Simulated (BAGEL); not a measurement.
# doublet BH2Br2 at 4 levels

Aim: a comparison of 4 runs (UHF/3-21G, ROHF/6-31G*, UHF/6-31G*, ROHF/aug-cc-pVDZ) of doublet BH2Br2. 

The calculation is run with BAGEL 1.2.2.

2 further runs of the same task are left out: 2 set aside as unsound or not needed.

## (1) The system as given

BH2Br2 has 5 atoms, charge 0, and is taken as a doublet. As SMILES of the parent species, `Br[BH2-]Br`. Geometry: relaxed at GFN2-xTB. That shape belongs to the parent species and isn't relaxed for this state.

Bond lengths: Br1–B2 2.020 Å, B2–Br3 2.020 Å, B2–H4 1.201 Å, B2–H5 1.201 Å. Angles: Br1–B2–Br3 110.7°, Br1–B2–H4 108.2°, Br1–B2–H5 108.3°, Br3–B2–H4 108.2°, Br3–B2–H5 108.2°, H4–B2–H5 113.2°.

## (2) The energy at UHF/3-21G (density fitting with qzvpp-jkfit) (run 1)

Input file job.json:

```json
{ "bagel" : [

{
  "title" : "molecule",
  "basis" : "3-21g",
  "df_basis" : "qzvpp-jkfit",
  "angstrom" : true,
  "geometry" : [
    { "atom" : "Br", "xyz" : [   -1.618380,   -0.257020,    0.992490 ] },
    { "atom" : "B", "xyz" : [    0.005190,    0.130490,   -0.145410 ] },
    { "atom" : "Br", "xyz" : [    1.566920,   -1.016280,    0.427240 ] },
    { "atom" : "H", "xyz" : [   -0.261480,   -0.139250,   -1.284780 ] },
    { "atom" : "H", "xyz" : [    0.307750,    1.282070,    0.010460 ] }
  ]
},
{ "title" : "uhf", "nopen" : 1 },
{ "title" : "print", "file" : "orbitals.molden", "orbitals" : true }

]}
```

The run is started by

```bash
$ BAGEL_NUM_THREADS=1 BAGEL job.json > job.out
```

The log of the run:

```text
* using 1 threads per process

  ===============================================================
  ===============================================================

  *** Geometry ***

  { "atom" : "Br", "xyz" : [     -3.058295,     -0.485697,      1.875534 ] },
  { "atom" : "B", "xyz" : [      0.009808,      0.246590,     -0.274785 ] },
  { "atom" : "Br", "xyz" : [      2.961050,     -1.920491,      0.807367 ] },
  { "atom" : "H", "xyz" : [     -0.494126,     -0.263144,     -2.427882 ] },
  { "atom" : "H", "xyz" : [      0.581563,      2.422761,      0.019767 ] },

  Number of auxiliary basis functions:      643

  Since a DF basis is specified, we compute 2- and 3-index integrals:
    o Being stored without compression. Storage requirement is 0.017 GB

  Number of basis functions:       57
  Number of electrons      :       77

    * METHOD: MOLECULE                             0.28

  *** Open-shell HF ***

  === Nuclear Repulsion ===
   319.3440486071

      * DIIS with orbital gradients will be used.

  === UHF iteration (3-21g) ===
      0      -5145.68588066          0.01777611           0.18
      1      -5145.72859574          0.00919987           0.17
      2      -5145.73683541          0.00379569           0.17
[... 40 lines of this table left out ...]
     43      -5145.74016291          0.00000001           0.17
    * SCF iteration converged.

    * S^2 (UHF) is 0.7611

    * Permanent dipole moment:
           (   -0.004366,    -0.133254,     0.148359) a.u.

    * METHOD: UHF                                  7.61

    * METHOD: PRINT                                0.01

  ===============================================================
```

Wall time 8.1 s (1 thread of Arm Neoverse V2, shared host); peak memory 0.12 GiB.

## (3) The energy at ROHF/6-31G(d) (density fitting with qzvpp-jkfit, spherical functions) (run 2)

Input file hf.json:

```json
{ "bagel" : [

{
  "title" : "molecule",
  "basis" : "6-31gs.json",
  "df_basis" : "qzvpp-jkfit",
  "angstrom" : "true",
  "geometry" : [
    { "atom" : "Br", "xyz" : [      -1.618380,      -0.257020,       0.992490 ] },
    { "atom" : "B", "xyz" : [       0.005190,       0.130490,      -0.145410 ] },
    { "atom" : "Br", "xyz" : [       1.566920,      -1.016280,       0.427240 ] },
    { "atom" : "H", "xyz" : [      -0.261480,      -0.139250,      -1.284780 ] },
    { "atom" : "H", "xyz" : [       0.307750,       1.282070,       0.010460 ] }
  ]
},

{
  "title" : "rohf",
  "nopen" : 1
},

{
  "title" : "print",
  "file" : "orbitals.molden",
  "orbitals" : "true"
}

]}
```

The basis set 6-31G* is read from a file made from the Basis Set Exchange's data (not shown).

The run is started by

```bash
$ BAGEL_NUM_THREADS=1 BAGEL hf.json > hf.out
```

The log of the run:

```text
* using 1 threads per process

  ===============================================================
  ===============================================================

  *** Geometry ***

  { "atom" : "Br", "xyz" : [     -3.058295,     -0.485697,      1.875534 ] },
  { "atom" : "B", "xyz" : [      0.009808,      0.246590,     -0.274785 ] },
  { "atom" : "Br", "xyz" : [      2.961050,     -1.920491,      0.807367 ] },
  { "atom" : "H", "xyz" : [     -0.494126,     -0.263144,     -2.427882 ] },
  { "atom" : "H", "xyz" : [      0.581563,      2.422761,      0.019767 ] },

  Number of auxiliary basis functions:      643

  Since a DF basis is specified, we compute 2- and 3-index integrals:
    o Being stored without compression. Storage requirement is 0.035 GB

  Number of basis functions:       82
  Number of electrons      :       77

    * METHOD: MOLECULE                             0.39

  *** Open-shell HF ***

  === Nuclear Repulsion ===
   319.3440486071

      * DIIS with orbital gradients will be used.

  === ROHF iteration (6-31gs.json) ===
      0      -5169.95289133          0.01319232           0.27
      1      -5169.98557454          0.00638479           0.27
      2      -5169.99089513          0.00362899           0.27
[... 47 lines of this table left out ...]
     50      -5169.99437737          0.00000001           0.26
    * SCF iteration converged.

    * S^2 (ROHF) is 0.7500

    * Permanent dipole moment:
           (   -0.003442,    -0.110430,     0.122779) a.u.

    * METHOD: ROHF                                13.83

    * METHOD: PRINT                                0.01

  ===============================================================
```

Wall time 14 s (1 thread of Arm Neoverse V2, shared host); peak memory 0.17 GiB.

Run 3 isn't shown in full; the table further down has it.

## (4) The energy at ROHF/aug-cc-pVDZ (density fitting with qzvpp-jkfit) (run 4)

Input file input.json:

```json
{ "bagel": [

{
  "title": "molecule",
  "basis": "aug-cc-pvdz.json",
  "df_basis": "qzvpp-jkfit",
  "angstrom": "true",
  "geometry": [
    { "atom": "Br", "xyz": [      -1.618380,      -0.257020,       0.992490 ] },
    { "atom": "B", "xyz": [       0.005190,       0.130490,      -0.145410 ] },
    { "atom": "Br", "xyz": [       1.566920,      -1.016280,       0.427240 ] },
    { "atom": "H", "xyz": [      -0.261480,      -0.139250,      -1.284780 ] },
    { "atom": "H", "xyz": [       0.307750,       1.282070,       0.010460 ] }
  ]
},

{
  "title": "rohf",
  "charge": 0,
  "nopen": 1
},

{
  "title": "print",
  "file": "orbitals.molden",
  "orbitals": "true"
}

]}
```

The basis set aug-cc-pVDZ is read from a file made from the Basis Set Exchange's data (not shown).

The run is started by

```bash
$ BAGEL_NUM_THREADS=1 BAGEL input.json > input.out
```

The log of the run:

```text
* using 1 threads per process

  ===============================================================
  ===============================================================

  *** Geometry ***

  { "atom" : "Br", "xyz" : [     -3.058295,     -0.485697,      1.875534 ] },
  { "atom" : "B", "xyz" : [      0.009808,      0.246590,     -0.274785 ] },
  { "atom" : "Br", "xyz" : [      2.961050,     -1.920491,      0.807367 ] },
  { "atom" : "H", "xyz" : [     -0.494126,     -0.263144,     -2.427882 ] },
  { "atom" : "H", "xyz" : [      0.581563,      2.422761,      0.019767 ] },

  Number of auxiliary basis functions:      643

  Since a DF basis is specified, we compute 2- and 3-index integrals:
    o Being stored without compression. Storage requirement is 0.066 GB

  Number of basis functions:      113
  Number of electrons      :       77

    * METHOD: MOLECULE                             0.45

  *** Open-shell HF ***

  === Nuclear Repulsion ===
   319.3440486071

      * DIIS with orbital gradients will be used.

  === ROHF iteration (aug-cc-pvdz.json) ===
      0      -5170.45698269          0.02526375           0.39
      1      -5170.54055368          0.01479509           0.38
      2      -5170.55999926          0.00882544           0.38
[... 31 lines of this table left out ...]
     34      -5170.57200704          0.00000001           0.39
    * SCF iteration converged.

    * S^2 (ROHF) is 0.7500

    * Permanent dipole moment:
           (   -0.003721,    -0.114179,     0.127004) a.u.

    * METHOD: ROHF                                13.84

    * METHOD: PRINT                                0.02

  ===============================================================
```

Run time: 15 s. Hardware: 1 thread of Arm Neoverse V2, shared host; peak memory 0.23 GiB.

## (5) The series

```csv
run,level,energy (Eh),dipole moment (D),⟨S²⟩,wall time
1,UHF/3-21G (density fitting with qzvpp-jkfit),-5145.740163,0.51,0.761,8.1 s
2,"ROHF/6-31G* (density fitting with qzvpp-jkfit, spherical functions)",-5169.994377,0.42,0.750,14 s
3,"UHF/6-31G* (density fitting with qzvpp-jkfit, spherical functions)",-5169.999190,0.51,0.766,17 s
4,ROHF/aug-cc-pVDZ (density fitting with qzvpp-jkfit),-5170.572007,0.43,0.750,15 s
```

## (6) Results

| quantity | value |
| --- | --- |
| run 4: total energy | -5170.57201 Eh |
| run 4: dipole moment | 0.43 D |
| run 4: ⟨S²⟩ | 0.750 |

What this shows: The dipole moment (its size) runs from 0.42 D (ROHF/6-31G*) to 0.51 D (UHF/6-31G*). All runs together took 54 s, the longest 17 s.
